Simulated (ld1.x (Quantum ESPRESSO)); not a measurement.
# An RRKJ potential for Ge: one input and its neighbour, part 2 of 2

Aim: run the settings below and read what the generator makes of them, then set beside them a closely related input and test what it gives.

ld1.x (Quantum ESPRESSO) 7.5. Step numbers count through all parts.

## 5. Configuration tests

Input file Ge.test.in:

```
 &input
   title='Ge', zed=32., rel=1, dft='PBESOL', iswitch=2,
   config='[Ar] 3d10 4s2 4p1.5 4d-2'
 /
 &test
   file_pseudo='Ge.UPF', nconf=8,
   configts(1)='4s2 4p1.5',
   configts(2)='4s2 4p2',
   configts(3)='4s2 4p1',
   configts(4)='4s2 4p0',
   configts(5)='4s1 4p2',
   configts(6)='4s0 4p4',
   configts(7)='4s2 4p2.3',
   configts(8)='4s1 4p0'
 /
```

The run is started by

```
$ ld1.x < Ge.test.in > Ge.test.out
```

Ge.test.out, the pseudopotential blocks, each with the warnings that came before it:

```text
     Warning: convergence not achieved
     ---------------------- Testing the pseudopotential ----------------------

     Ge
     scalar relativistic calculation

     atomic number is 32.00   valence charge is  4.00
     dft =PBESOL   lsd =0 sic =0 latt =0  beta=0.20 tr2=1.0E-14
     mesh =1207 r(mesh) = 100.41023 xmin = -7.00 dx = 0.01250

     n l     nl             e AE (Ry)        e PS (Ry)    De AE-PS (Ry)
     1 0     4S   1( 2.00)       -1.14830       -1.14831        0.00001
     2 1     4P   1( 1.50)       -0.54336       -0.54336        0.00000

     eps = 2.6E-12  iter =201

     Etot =   -4194.383792 Ry,   -2097.191896 Ha,  -57067.498716 eV
     Etotps =    -7.347329 Ry,      -3.673665 Ha,     -99.965509 eV

     Ekin =       2.418686 Ry,       1.209343 Ha,      32.907903 eV
     Encl =     -12.819784 Ry,      -6.409892 Ha,    -174.422052 eV
     Ehrt =       4.748387 Ry,       2.374193 Ha,      64.605093 eV
     Ecxc =      -1.724348 Ry,      -0.862174 Ha,     -23.460950 eV
     Epseu=       0.029730 Ry,       0.014865 Ha,       0.404496 eV

     ---------------------- End of pseudopotential test ----------------------

     Warning: convergence not achieved
     ---------------------- Testing the pseudopotential ----------------------

     Ge
     scalar relativistic calculation

     atomic number is 32.00   valence charge is  4.00
     dft =PBESOL   lsd =0 sic =0 latt =0  beta=0.20 tr2=1.0E-14
     mesh =1207 r(mesh) = 100.41023 xmin = -7.00 dx = 0.01250

     n l     nl             e AE (Ry)        e PS (Ry)    De AE-PS (Ry)
     1 0     4S   1( 2.00)       -0.86312       -0.86282       -0.00030
     2 1     4P   1( 2.00)       -0.28641       -0.28625       -0.00017

     eps = 5.9E-12  iter =201

     Etot =   -4194.589934 Ry,   -2097.294967 Ha,  -57070.303424 eV
     Etotps =    -7.553449 Ry,      -3.776725 Ha,    -102.769909 eV
     dEtot_ae =      -0.206142 Ry
     dEtot_ps =      -0.206120 Ry,   Delta E=      -0.000023 Ry

     Ekin =       2.598960 Ry,       1.299480 Ha,      35.360652 eV
     Encl =     -14.088896 Ry,      -7.044448 Ha,    -191.689193 eV
     Ehrt =       5.831226 Ry,       2.915613 Ha,      79.337866 eV
     Ecxc =      -1.930158 Ry,      -0.965079 Ha,     -26.261143 eV
     Epseu=       0.035420 Ry,       0.017710 Ha,       0.481909 eV

     ---------------------- End of pseudopotential test ----------------------

     Warning: convergence not achieved
     ---------------------- Testing the pseudopotential ----------------------

     Ge
     scalar relativistic calculation

     atomic number is 32.00   valence charge is  4.00
     dft =PBESOL   lsd =0 sic =0 latt =0  beta=0.20 tr2=1.0E-14
     mesh =1207 r(mesh) = 100.41023 xmin = -7.00 dx = 0.01250

     n l     nl             e AE (Ry)        e PS (Ry)    De AE-PS (Ry)
     1 0     4S   1( 2.00)       -1.46208       -1.46264        0.00056
     2 1     4P   1( 1.00)       -0.82733       -0.82770        0.00037

     eps = 1.8E-12  iter =201

     Etot =   -4194.042153 Ry,   -2097.021076 Ha,  -57062.850477 eV
     Etotps =    -7.005560 Ry,      -3.502780 Ha,     -95.315504 eV
     dEtot_ae =       0.341639 Ry
     dEtot_ps =       0.341769 Ry,   Delta E=      -0.000130 Ry

     Ekin =       2.155912 Ry,       1.077956 Ha,      29.332680 eV
     Encl =     -11.383960 Ry,      -5.691980 Ha,    -154.886668 eV
     Ehrt =       3.695252 Ry,       1.847626 Ha,      50.276468 eV
     Ecxc =      -1.494529 Ry,      -0.747265 Ha,     -20.334106 eV
     Epseu=       0.021765 Ry,       0.010882 Ha,       0.296122 eV

     ---------------------- End of pseudopotential test ----------------------

     Warning: convergence not achieved
     ---------------------- Testing the pseudopotential ----------------------

     Ge
     scalar relativistic calculation

     atomic number is 32.00   valence charge is  4.00
     dft =PBESOL   lsd =0 sic =0 latt =0  beta=0.20 tr2=1.0E-14
     mesh =1207 r(mesh) = 100.41023 xmin = -7.00 dx = 0.01250

     n l     nl             e AE (Ry)        e PS (Ry)    De AE-PS (Ry)
     1 0     4S   1( 2.00)       -2.15220       -2.15329        0.00109
     2 1     4P   1( 0.00)       -1.45534       -1.45547        0.00013

     eps = 2.4E-12  iter =201

     Etot =   -4192.906700 Ry,   -2096.453350 Ha,  -57047.401848 eV
     Etotps =    -5.869415 Ry,      -2.934707 Ha,     -79.857457 eV
     dEtot_ae =       1.477093 Ry
     dEtot_ps =       1.477915 Ry,   Delta E=      -0.000822 Ry

     Ekin =       1.387682 Ry,       0.693841 Ha,      18.880381 eV
     Encl =      -8.114897 Ry,      -4.057448 Ha,    -110.408798 eV
     Ehrt =       1.855612 Ry,       0.927806 Ha,      25.246882 eV
     Ecxc =      -0.997812 Ry,      -0.498906 Ha,     -13.575922 eV

     ---------------------- End of pseudopotential test ----------------------

     Warning: convergence not achieved
     ---------------------- Testing the pseudopotential ----------------------

     Ge
     scalar relativistic calculation

     atomic number is 32.00   valence charge is  4.00
     dft =PBESOL   lsd =0 sic =0 latt =0  beta=0.20 tr2=1.0E-14
     mesh =1207 r(mesh) = 100.41023 xmin = -7.00 dx = 0.01250

     n l     nl             e AE (Ry)        e PS (Ry)    De AE-PS (Ry)
     1 0     4S   1( 1.00)       -1.53371       -1.53219       -0.00152
     2 1     4P   1( 2.00)       -0.88531       -0.88562        0.00031

     eps = 1.0E-13  iter =201

     Etot =   -4193.400542 Ry,   -2096.700271 Ha,  -57054.120921 eV
     Etotps =    -6.364643 Ry,      -3.182322 Ha,     -86.595381 eV
     dEtot_ae =       0.983250 Ry
     dEtot_ps =       0.982686 Ry,   Delta E=       0.000563 Ry

     Ekin =       2.511590 Ry,       1.255795 Ha,      34.171919 eV
     Encl =     -10.986764 Ry,      -5.493382 Ha,    -149.482535 eV
     Ehrt =       3.479966 Ry,       1.739983 Ha,      47.347355 eV
     Ecxc =      -1.413877 Ry,      -0.706939 Ha,     -19.236781 eV
     Epseu=       0.044442 Ry,       0.022221 Ha,       0.604661 eV

     ---------------------- End of pseudopotential test ----------------------

     ---------------------- Testing the pseudopotential ----------------------

     Ge
     scalar relativistic calculation

     atomic number is 32.00   valence charge is  4.00
     dft =PBESOL   lsd =0 sic =0 latt =0  beta=0.20 tr2=1.0E-14
     mesh =1207 r(mesh) = 100.41023 xmin = -7.00 dx = 0.01250

     n l     nl             e AE (Ry)        e PS (Ry)    De AE-PS (Ry)
     1 0     4S   1( 0.00)       -0.99638       -0.99316       -0.00322
     2 1     4P   1( 4.00)       -0.38282       -0.38230       -0.00051

     eps = 2.2E-16  iter = 13

     Etot =   -4193.398370 Ry,   -2096.699185 Ha,  -57054.091362 eV
     Etotps =    -6.364673 Ry,      -3.182336 Ha,     -86.595785 eV
     dEtot_ae =       0.985422 Ry
     dEtot_ps =       0.982657 Ry,   Delta E=       0.002766 Ry

     Ekin =       3.282511 Ry,       1.641255 Ha,      44.660837 eV
     Encl =     -13.299188 Ry,      -6.649594 Ha,    -180.944666 eV
     Ehrt =       5.371615 Ry,       2.685807 Ha,      73.084544 eV
     Ecxc =      -1.798323 Ry,      -0.899162 Ha,     -24.467432 eV
     Epseu=       0.078712 Ry,       0.039356 Ha,       1.070932 eV

     ---------------------- End of pseudopotential test ----------------------

     Warning: convergence not achieved
     ---------------------- Testing the pseudopotential ----------------------

     Ge
     scalar relativistic calculation

     atomic number is 32.00   valence charge is  4.00
     dft =PBESOL   lsd =0 sic =0 latt =0  beta=0.20 tr2=1.0E-14
     mesh =1207 r(mesh) = 100.41023 xmin = -7.00 dx = 0.01250

     n l     nl             e AE (Ry)        e PS (Ry)    De AE-PS (Ry)
     1 0     4S   1( 2.00)       -0.70991       -0.70957       -0.00035
     2 1     4P   1( 2.30)       -0.14877       -0.14862       -0.00016

     eps = 1.1E-11  iter =201

     Etot =   -4194.654849 Ry,   -2097.327425 Ha,  -57071.186637 eV
     Etotps =    -7.618320 Ry,      -3.809160 Ha,    -103.652518 eV
     dEtot_ae =      -0.271057 Ry
     dEtot_ps =      -0.270990 Ry,   Delta E=      -0.000067 Ry

     Ekin =       2.666813 Ry,       1.333406 Ha,      36.283833 eV
     Encl =     -14.752117 Ry,      -7.376059 Ha,    -200.712782 eV
     Ehrt =       6.466304 Ry,       3.233152 Ha,      87.978543 eV
     Ecxc =      -2.036977 Ry,      -1.018488 Ha,     -27.714483 eV
     Epseu=       0.037659 Ry,       0.018829 Ha,       0.512371 eV

     ---------------------- End of pseudopotential test ----------------------

     Warning: convergence not achieved
     ---------------------- Testing the pseudopotential ----------------------

     Ge
     scalar relativistic calculation

     atomic number is 32.00   valence charge is  4.00
     dft =PBESOL   lsd =0 sic =0 latt =0  beta=0.20 tr2=1.0E-14
     mesh =1207 r(mesh) = 100.41023 xmin = -7.00 dx = 0.01250

     n l     nl             e AE (Ry)        e PS (Ry)    De AE-PS (Ry)
     1 0     4S   1( 1.00)       -2.96839       -2.95409       -0.01430  !
     2 1     4P   1( 0.00)       -2.20180       -2.19042       -0.01137  !

     eps = 1.3E-12  iter =201

     Etot =   -4190.349829 Ry,   -2095.174914 Ha,  -57012.613850 eV
     Etotps =    -3.316057 Ry,      -1.658028 Ha,     -45.117250 eV
     dEtot_ae =       4.033963 Ry
     dEtot_ps =       4.031273 Ry,   Delta E=       0.002691 Ry

     Ekin =       0.767546 Ry,       0.383773 Ha,      10.442995 eV
     Encl =      -4.142519 Ry,      -2.071260 Ha,     -56.361843 eV
     Ehrt =       0.485089 Ry,       0.242545 Ha,       6.599977 eV
     Ecxc =      -0.426173 Ry,      -0.213086 Ha,      -5.798378 eV

     ---------------------- End of pseudopotential test ----------------------
```

Excitation and ionisation energies from 4s2 4p1.5, with the error of the potential. A star marks tests that logged a warning. The frozen-core shift comes from a second all-electron run, not shown, with the core orbitals held at their reference shape; it is that run's ΔE less the relaxed one.

```tsv
valence configuration	charge	ΔE all-electron (eV)	error AE − PS (meV)	frozen-core shift (meV)
4s2 4p2 *	0	-2.805	-0.3	+0.6
4s2 4p1 *	+1	4.648	-1.8	+2.7
4s2 4p0 *	+2	20.097	-11	+44
4s1 4p2 *	+1	13.378	+7.7	+24
4s0 4p4	0	13.407	+38	+36
4s2 4p2.3 *	-0.3	-3.688	-0.9	+1.2
4s1 4p0 *	+3	54.885	+37	+312
```

## 6. Logarithmic derivatives

Taken from the files of the generation run. The phase is arctan(r·u′/u) with u = r·R, unwrapped, with energies in Ry. A pole is an energy at which the radial function vanishes at the test radius. The pseudo phase is shifted by a multiple of π to meet the all-electron one at the reference energy. Levels narrower than the energy grid can be missing from the poles. The last column is the largest difference on the grid between −1 and +1 Ry.

| channel | radius (bohr) | reference (Ry) | poles AE | poles PS | window around the reference with phases within 0.05 rad (Ry) | largest difference near zero (rad) |
| --- | --- | --- | --- | --- | --- | --- |
| s | 2.26 | -1.15 | 0.57 | 0.54 | below 2.9 | 0.006 |
| p | 2.26 | -0.54 | 1.91 | 1.93 | the whole range | 0.001 |
| d | 2.26 | 0.25 | -2.42, 4.26 | 4.17 | -2.0 to 1.3 | 0.014 |

Phases (rad) along the scan:

```
E (Ry)    d AE    d PS    s AE    s PS
 -3.00   1.275  -1.815   1.161   1.160
 -2.52   0.279  -1.834   1.048   1.046
 -2.04  -1.809  -1.859   0.802   0.799
 -1.56  -1.869  -1.891   0.114   0.112
 -1.08  -1.923  -1.935  -0.877  -0.877
 -0.60  -1.994  -2.000  -1.284  -1.285
 -0.12  -2.105  -2.106  -1.450  -1.453
  0.36  -2.307  -2.307  -1.541  -1.545
  0.84  -2.742  -2.756  -1.603  -1.609
  1.32  -3.523  -3.575  -1.651  -1.661
  1.80  -4.109  -4.155  -1.696  -1.711
  2.28  -4.379  -4.412  -1.741  -1.766
  2.76  -4.518  -4.542  -1.793  -1.837
  3.24  -4.603  -4.620  -1.861  -1.945
  3.72  -4.662  -4.674  -1.960  -2.150
  4.20  -4.707  -4.715  -2.130  -2.656
  4.68  -4.746  -4.748  -2.479  -3.633
```

## 7. Cutoff and ghost test in a Bessel basis

This step uses the generator's waves and projectors in a separate script. Basis: spherical Bessel functions vanishing at 20 bohr, q² up to the cutoff; potential fixed at the reference.

All-electron valence levels (Ry): 4p -0.5434, 4s -1.1483. The lowest levels of each channel (Ry) by cutoff; the last column sums, over occupied levels, occupation times the distance from the level at 400 Ry. A positive value at high cutoff is not a bound level.

```
cutoff (Ry)     p #1      d #1     s #1    f #1  Σ f·Δε (mRy)
          8  -0.5190   -0.0891  -1.1000  0.0331         133.2
         12  -0.5260   -0.1948  -1.1371  0.0331          48.4
         15  -0.5327   -2.7195  -1.1417  0.0331          29.1
         21  -0.5392  -29.0817  -1.1428  0.0331          17.3
         25  -0.5418  -41.1854  -1.1438  0.0331          11.5
         30  -0.5429  -54.8381  -1.1458  0.0331           5.7
         35  -0.5433  -61.3496  -1.1474  0.0331           2.0
         40  -0.5433  -63.0379  -1.1480  0.0331           0.7
         50  -0.5434  -63.1840  -1.1481  0.0331           0.5
        400  -0.5434  -63.3680  -1.1483  0.0331           0.0
```

The sum stays within 10 mRy from 30 Ry and within 1 mRy from 40 Ry. The sum leaves out empty levels, which can need more. Ghost test: ghost state, bound below the all-electron valence or empty levels of the same l: d at -862.2 eV.

## 8. Outcome

The summary covers parts 1 to 2.

| quantity | value |
| --- | --- |
| first input | failed: compute_phi: phi has nodes before r_c |
| second input | generated |
| cutoffs for 10 and 1 mRy, occupied levels | 30 Ry and 40 Ry |
| bound ghosts | d at -862.17 eV |
| largest test error (AE − PS) | +38 meV, for 4s0 4p4 |
| largest phase difference near zero energy, channels read | 0.014 rad |

So this one change separates a failed generation from a finished one. It has a bound ghost (d), a state that the atom doesn't have, and that rules the file out. By total energies transferability is fair: the largest error is 38 meV on 13.4 eV, for 4s0 4p4. It counts as soft on the atom at that tolerance, with 30 Ry needed at the looser tolerance. Near zero energy the phases of the channels with partial waves agree within 0.014 rad. All of this concerns the isolated atom, not yet a solid.
